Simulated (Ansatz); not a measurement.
From input file to script: Cl3GeH3Si, SMILES [SiH3][Ge]([Cl])([Cl])[Cl] in Ansatz 0.2.0.

```yaml
crystal:
  periodic: [false, false, false]
  atoms:
    - { symbol: Si, position_ang: [-1.0272, -0.18, 0.6318] }
    - { symbol: Ge, position_ang: [0.9071, 0.1018, -0.5405] }
    - { symbol: Cl, position_ang: [2.4641, -0.9032, 0.5204] }
    - { symbol: Cl, position_ang: [0.7767, -0.7557, -2.5144] }
    - { symbol: Cl, position_ang: [1.3885, 2.2015, -0.7419] }
    - { symbol: H, position_ang: [-0.9331, 0.4727, 1.957] }
    - { symbol: H, position_ang: [-1.3707, -1.5621, 0.7487] }
    - { symbol: H, position_ang: [-2.1133, 0.5679, -0.1169] }
basis:
  gaussian:
    orbitals: def2-SVP
hamiltonian:
  xc: b3lyp
  dispersion: d4
relax:
  f_tol: 0.02
```

Script `opt_cl3geh3si.py`:
```python
"""Relax the Cl3GeH3Si molecule."""

import itertools

import ansatz as az
from ase.data import atomic_numbers, covalent_radii
import numpy as np

GEOMETRY = """
Si   -1.02720   -0.18000    0.63180
Ge    0.90710    0.10180   -0.54050
Cl    2.46410   -0.90320    0.52040
Cl    0.77670   -0.75570   -2.51440
Cl    1.38850    2.20150   -0.74190
H    -0.93310    0.47270    1.95700
H    -1.37070   -1.56210    0.74870
H    -2.11330    0.56790   -0.11690
"""


def main() -> None:
    system = az.Crystal.molecule()
    for line in GEOMETRY.strip().splitlines():
        symbol, *xyz = line.split()
        system = system.atom(symbol, [float(v) for v in xyz])

    calculation = (
        system.calculation()
        .basis(gaussian="def2-SVP")
        .functional("b3lyp", dispersion="d4")
    )
    symbols = [site.symbol for site in system.cartesian_sites]
    start = np.array([site.position_ang for site in system.cartesian_sites], dtype=float)
    summary = calculation.relax(force_tolerance=0.02).run(threads=1, pin="off").report
    end = np.array(summary["positions_ang"])

    print("reference energy %16.6f eV" % summary["reference_energy_ev"])
    print("total energy     %16.6f eV" % summary["free_energy_ev"])
    print("occupied orbitals outside the frozen core (up, down):", summary["n_occupied"], " frozen:", summary["n_frozen"], " virtual:", summary["n_virtual"])

    # pairs closer than 1.2 times the sum of covalent radii, before or after
    radius = [covalent_radii[atomic_numbers[s]] for s in symbols]
    span = lambda where, i, j: np.linalg.norm(where[i] - where[j])
    bonded = [(i, j) for i, j in itertools.combinations(range(len(symbols)), 2) if min(span(start, i, j), span(end, i, j)) < 1.2 * (radius[i] + radius[j])]
    print("pair        before    after (A)")
    for i, j in bonded:
        print(f"{symbols[i]}{i}-{symbols[j]}{j}".ljust(10), f"{span(start, i, j):8.4f} {span(end, i, j):8.4f}")

    charges = summary["charge_distribution"]
    print("dipole moment", round(4.803205 * float(np.linalg.norm(charges["dipole_moment_e_ang"])), 3), "D")
    print("Mulliken:", [(s, round(q, 3)) for s, q in zip(symbols, charges["mulliken_charges_e"])])


if __name__ == "__main__":
    main()
```

Running `python opt_cl3geh3si.py` prints:
```text
reference energy   -101997.827973 eV
total energy       -101998.323945 eV
occupied orbitals outside the frozen core (up, down): [50, 50]  frozen: 0  virtual: [69, 69]
pair        before    after (A)
Si0-Ge1      2.2793   2.3933
Si0-H5       1.4802   1.4867
Si0-H6       1.4289   1.4867
Si0-H7       1.5164   1.4867
Ge1-Cl2      2.1354   2.1706
Ge1-Cl3      2.1561   2.1705
Ge1-Cl4      2.1636   2.1705
dipole moment 2.801 D
Mulliken: [('Si', 0.259), ('Ge', 0.567), ('Cl', -0.224), ('Cl', -0.224), ('Cl', -0.224), ('H', -0.051), ('H', -0.051), ('H', -0.051)]
```

What to keep in mind:
- Total energies depend on the basis set; only differences at equal settings carry meaning.
- The end point is the stationary point reached from this start; no frequency run checks that it is a minimum, and the basis set is modest.
- Total less reference energy is the dispersion correction.
- b3lyp holds the VWN-RPA fit, as in Gaussian; the form of ORCA and Turbomole is b3lyp5.
- Finished in 48 s on 1 thread of Arm Neoverse V1, with other jobs on the host, peak memory 0.4 GiB.

(Lines on the test bed's own set-up are left out of the output.)
